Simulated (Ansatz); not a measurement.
# C₃H₇B: small, medium and large basis sets

How large a basis does C₃H₇B need? Two functionals are run in growing sets.

Program: Ansatz 0.2.0, Gaussian basis. Level of theory: one geometry, several basis sets. These are calculated values, not measurements.

Levels to be run: PBE0-D4/def2-SVP; ωB97M-V/def2-SVP; PBE0-D4/def2-QZVPP; ωB97M-V/def2-QZVPP; the functionals' def2-TZVPP values are taken from earlier runs.

**1. The geometry**

All runs share one geometry, relaxed beforehand with PBE0-D4 in a triple-zeta def2 set.

SMILES `B1CCC1`, 11 atoms, charge 0, spin multiplicity 1.

Atoms are counted from 1 here; the program's logs count them from 0.

Bond lengths: B1–C2 1.546 Å, B1–C4 1.546 Å, B1–H5 1.197 Å, C2–C3 1.578 Å, C2–H6 1.089 Å, C2–H7 1.087 Å, C3–C4 1.578 Å, C3–H8 1.089 Å, C3–H9 1.090 Å, C4–H10 1.087 Å, C4–H11 1.089 Å. Angles: C2–B1–C4 97.0°, C2–B1–H5 125.9°, C4–B1–H5 125.9°, B1–C2–C3 73.5°, B1–C2–H6 118.2°, B1–C2–H7 121.5°, C3–C2–H6 107.2°, C3–C2–H7 118.6°, H6–C2–H7 111.7°, C2–C3–C4 94.4°, C2–C3–H8 113.4°, C2–C3–H9 113.3°, C4–C3–H8 113.4°, C4–C3–H9 113.3°, H8–C3–H9 108.6°, B1–C4–C3 73.5°, B1–C4–H10 121.5°, B1–C4–H11 118.2° and more.

**2. PBE0-D4 in def2-SVP**

Contents of in.yaml:

```yaml
crystal:
  periodic: [false, false, false]
  atoms:
    - {symbol: B, position_ang: [-0.133090, 0.556356, -0.936668]}
    - {symbol: C, position_ang: [-0.173024, 1.057890, 0.525332]}
    - {symbol: C, position_ang: [0.460393, -0.386667, 0.565467]}
    - {symbol: C, position_ang: [-0.410791, -0.933634, -0.630982]}
    - {symbol: H, position_ang: [0.581403, 0.973337, -1.801761]}
    - {symbol: H, position_ang: [-1.119888, 1.009522, 1.060113]}
    - {symbol: H, position_ang: [0.430899, 1.900435, 0.853385]}
    - {symbol: H, position_ang: [0.284777, -0.910450, 1.503643]}
    - {symbol: H, position_ang: [1.530902, -0.394460, 0.358760]}
    - {symbol: H, position_ang: [-0.002101, -1.726620, -1.252573]}
    - {symbol: H, position_ang: [-1.383979, -1.202713, -0.224314]}
basis:
  gaussian: {orbitals: def2-SVP}
hamiltonian: {xc: pbe0, dispersion: d4}
output: {orbitals: {seedname: orbitals}}
```

On the command line:

```sh
ansatz run in.yaml --threads 2 --pin off --events-out ev --progress --plain --max-ram 4352MiB
```

Log:

```text
Functional definition: PBE0
  name "PBE0"
  cite "Adamo & Barone, J. Chem. Phys. 110, 6158 (1999) doi:10.1063/1.478522"
  cite "Perdew, Burke & Ernzerhof, Phys. Rev. Lett. 77, 3865 (1996) doi:10.1103/PhysRevLett.77.3865"
  parent pbe
  parameter a = 0.25
  parameter kappa = 0.804
  parameter beta = 0.06672455060314922
  exchange = (1 - a)*pbe_x(kappa = kappa, mu = beta*pi^2/3) + a*exact_x
  correlation = pbe_c(beta = beta)
1034 factors; their error is unknown
mean field evaluation 1: about -3886.0893 eV, gradient 5.0e1 eV
mean field evaluation 2: about -3882.9933 eV, gradient 6.1e1 eV
mean field evaluation 4: about -3892.6076 eV, gradient 1.9e0 eV
mean field evaluation 8: about -3892.5954 eV, gradient 2.6e-2 eV
mean field -3892.59544504 eV, -143.0502441093 hartree, gradient 8.1e-5 eV, S^2 0.000000; 0 other end points of the search recorded, 0 dependent functions left out
reference -3892.59547079 eV, -143.0502450554 hartree; 15, 15 occupied and 76, 76 virtual orbitals, 1034 factors
Total energy: -3892.74433671 eV, -143.0557157773 hartree
```

It took 1.2 s on 2 threads of Arm Neoverse V1, shared host.

**3. ωB97M-V in def2-SVP**

Edit in.yaml of step 2 so:

```diff
@@ -16,3 +16,3 @@
   gaussian: {orbitals: def2-SVP}
-hamiltonian: {xc: pbe0, dispersion: d4}
+hamiltonian: {xc: {name: wB97M-V}}
 output: {orbitals: {seedname: orbitals}}
```

Same command.

Log, shortened:

```text
Functional definition: wB97M-V
  name "wB97M-V"
  cite "Mardirossian & Head-Gordon, J. Chem. Phys. 144, 214110 (2016) doi:10.1063/1.4952647"
  cite "Becke, J. Chem. Phys. 107, 8554 (1997) doi:10.1063/1.475007"
  cite "Vydrov & Van Voorhis, J. Chem. Phys. 133, 244103 (2010) doi:10.1063/1.3521275"
  # Of w^i u^j: cxij and so on, Table III.
[...]
  gx(w, u) = 1 - cx + cx01*u + cx10*w
  gss(w, u) = css00 + css04*u^4 + css10*w + css20*w^2 + css43*w^4*u^3
  gos(w, u) = cos00 + cos10*w + (cos20 + cos21*u)*w^2 + (cos60 + cos61*u)*w^6
[...]
      + integral(e_c_pw_mod_opposite_spin*gos(b97_w_opposite, b97_u_opposite)) + vv10(b, c)
1034 factors; their error is unknown
276 factors; integrals over basis functions are off by at most 8.2e-6 eV
[...]
mean field -3895.06704563 eV, -143.1410737557 hartree, gradient 6.0e-5 eV, S^2 0.000000; 0 other end points of the search recorded, 0 dependent functions left out
reference -3895.06708501 eV, -143.1410752029 hartree; 15, 15 occupied and 76, 76 virtual orbitals, 1034 factors
Total energy: -3895.06708501 eV, -143.1410752029 hartree
```

It took 5.5 s on 2 threads of Arm Neoverse V1, shared host.

**4. PBE0-D4 in def2-QZVPP**

Edit in.yaml of step 3 so:

```diff
@@ -15,4 +15,4 @@
 basis:
-  gaussian: {orbitals: def2-SVP}
-hamiltonian: {xc: {name: wB97M-V}}
+  gaussian: {orbitals: "def2-QZVPP.json"}
+hamiltonian: {xc: pbe0, dispersion: d4}
 output: {orbitals: {seedname: orbitals}}
```

Launched as before.

Log:

```text
Functional definition: PBE0
  name "PBE0"
  cite "Adamo & Barone, J. Chem. Phys. 110, 6158 (1999) doi:10.1063/1.478522"
  cite "Perdew, Burke & Ernzerhof, Phys. Rev. Lett. 77, 3865 (1996) doi:10.1103/PhysRevLett.77.3865"
  parent pbe
  parameter a = 0.25
  parameter kappa = 0.804
  parameter beta = 0.06672455060314922
  exchange = (1 - a)*pbe_x(kappa = kappa, mu = beta*pi^2/3) + a*exact_x
  correlation = pbe_c(beta = beta)
1156 factors; their error is unknown
mean field evaluation 1: about -3886.2438 eV, gradient 6.7e1 eV
mean field evaluation 2: about -3877.2397 eV, gradient 8.8e1 eV
mean field evaluation 4: about -3896.9832 eV, gradient 3.6e0 eV
mean field evaluation 8: about -3897.0068 eV, gradient 4.4e-2 eV
mean field -3897.00685394 eV, -143.2123603963 hartree, gradient 3.3e-5 eV, S^2 0.000000; 0 other end points of the search recorded, 0 dependent functions left out
reference -3897.00689355 eV, -143.2123618518 hartree; 15, 15 occupied and 423, 423 virtual orbitals, 1156 factors
Total energy: -3897.15575947 eV, -143.2178325736 hartree
```

Run time: 8.5 s. Hardware: 2 threads of Arm Neoverse V1, shared host; peak memory 1.1 GiB.

**5. ωB97M-V in def2-QZVPP**

Edit in.yaml of step 4 so:

```diff
@@ -16,3 +16,3 @@
   gaussian: {orbitals: "def2-QZVPP.json"}
-hamiltonian: {xc: pbe0, dispersion: d4}
+hamiltonian: {xc: {name: wB97M-V}}
 output: {orbitals: {seedname: orbitals}}
```

Launched as before.

Log, shortened:

```text
Functional definition: wB97M-V
  name "wB97M-V"
  cite "Mardirossian & Head-Gordon, J. Chem. Phys. 144, 214110 (2016) doi:10.1063/1.4952647"
  cite "Becke, J. Chem. Phys. 107, 8554 (1997) doi:10.1063/1.475007"
  cite "Vydrov & Van Voorhis, J. Chem. Phys. 133, 244103 (2010) doi:10.1063/1.3521275"
  # Of w^i u^j: cxij and so on, Table III.
[...]
  gx(w, u) = 1 - cx + cx01*u + cx10*w
  gss(w, u) = css00 + css04*u^4 + css10*w + css20*w^2 + css43*w^4*u^3
  gos(w, u) = cos00 + cos10*w + (cos20 + cos21*u)*w^2 + (cos60 + cos61*u)*w^6
[...]
      + integral(e_c_pw_mod_opposite_spin*gos(b97_w_opposite, b97_u_opposite)) + vv10(b, c)
1156 factors; their error is unknown
361 factors; integrals over basis functions are off by at most 6.7e-6 eV
[...]
mean field -3899.73645643 eV, -143.3126714373 hartree, gradient 7.1e-5 eV, S^2 0.000000; 0 other end points of the search recorded, 0 dependent functions left out
reference -3899.73651945 eV, -143.3126737535 hartree; 15, 15 occupied and 423, 423 virtual orbitals, 1156 factors
Total energy: -3899.73651945 eV, -143.3126737535 hartree
```

It took 24 s on 2 threads of Arm Neoverse V1, shared host; peak memory 1.4 GiB.

**6. Density functionals: the series**

The def2-TZVPP values come from earlier runs at the same geometry.

| functional | basis | functions | energy (eV) | from the largest (eV) | HOMO (eV) | LUMO (eV) |
| --- | --- | --- | --- | --- | --- | --- |
| PBE0-D4 | def2-SVP | 91 | -3892.7443 | 4.411 | -7.75 | -0.25 |
| PBE0-D4 | def2-TZVPP | 222 | -3896.9270 | 0.229 | -7.78 | -0.38 |
| PBE0-D4 | def2-QZVPP | 438 | -3897.1558 | 0.000 | -7.78 | -0.43 |
| ωB97M-V | def2-SVP | 91 | -3895.0671 | 4.669 | -10.03 | 1.75 |
| ωB97M-V | def2-TZVPP | 222 | -3899.5193 | 0.217 | -10.07 | 1.46 |
| ωB97M-V | def2-QZVPP | 438 | -3899.7365 | 0.000 | -10.07 | 1.24 |

**7. Outcome**

| quantity | value |
| --- | --- |
| PBE0-D4: double and triple zeta above quadruple | 4.41, 0.23 eV |
| ωB97M-V: double and triple zeta above quadruple | 4.67, 0.22 eV |

In words: PBE0-D4 gains 4.18 eV from double to triple zeta, then 0.23 eV more. Total energies overstate the basis error of differences, where much of it tends to cancel. The LUMO of ωB97M-V is positive and keeps falling with the basis (1.75 to 1.24 eV): an unbound level that the basis holds in place.

For PBE0-D4 the largest set took about 7 times as long as the smallest (8.5 s against 1.2 s).
